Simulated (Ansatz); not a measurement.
C2H6OSSi, SMILES S[SiH]1CCO1, a single point from an input written key by key

Program: the Python package of Ansatz (0.2.0).

The cells in order, each with its output:

In [1]:
```python
import ansatz as az
```

In [2]:
```python
DECK = '''
crystal:
  periodic: [false, false, false]
  atoms:
    - { symbol: S, position_ang: [-2.1453, -0.0513, 1.5344] }
    - { symbol: Si, position_ang: [-0.2625, 0.4562, 0.8089] }
    - { symbol: C, position_ang: [0.5889, -0.951, 0.001] }
    - { symbol: C, position_ang: [0.7388, -0.0027, -1.2197] }
    - { symbol: O, position_ang: [-0.348, 0.9256, -0.7959] }
    - { symbol: H, position_ang: [-2.7418, 1.2016, 1.2504] }
    - { symbol: H, position_ang: [0.5574, 1.4166, 1.6246] }
    - { symbol: H, position_ang: [0.0683, -1.8415, -0.1453] }
    - { symbol: H, position_ang: [1.6043, -1.2029, 0.4611] }
    - { symbol: H, position_ang: [0.384, -0.4933, -2.1375] }
    - { symbol: H, position_ang: [1.6211, 0.4858, -1.3614] }
basis:
  gaussian: { orbitals: def2-SVP }
hamiltonian:
  xc: { name: wB97X }
'''
```

In [3]:
```python
session = az.Session.from_yaml(DECK)
data = session.plan(threads=1).execute().report
```

In [4]:
```python
print('reference energy %16.6f eV' % data['reference_energy_ev'])
print('total energy     %16.6f eV' % data['free_energy_ev'])
print('occupied orbitals outside the frozen core (up, down):', data['n_occupied'], ' frozen:', data['n_frozen'], ' virtual:', data['n_virtual'])
symbols = ['S', 'Si', 'C', 'C', 'O', 'H', 'H', 'H', 'H', 'H', 'H']
state = data['mean_field']['state']
print(f'mean field: {state["energy"]["hartree"]:.7f} Ha, <S^2> = {abs(state["spin_squared"]):.4f}, stability: {state.get("stability", {}).get("kind")}')
```
```text
reference energy    -22921.972725 eV
total energy        -22921.972725 eV
occupied orbitals outside the frozen core (up, down): [28, 28]  frozen: 0  virtual: [80, 80]
mean field: -842.3669606 Ha, <S^2> = 0.0000, stability: minimum
```

Total energies depend on the basis set; only differences at equal settings carry meaning. The geometry is a force-field or estimated start, not a minimum of this method, and the basis set is short of its limit. The whole script took 11 s on 1 thread of Arm Neoverse V1, with other jobs on the host, peak memory 0.31 GiB.
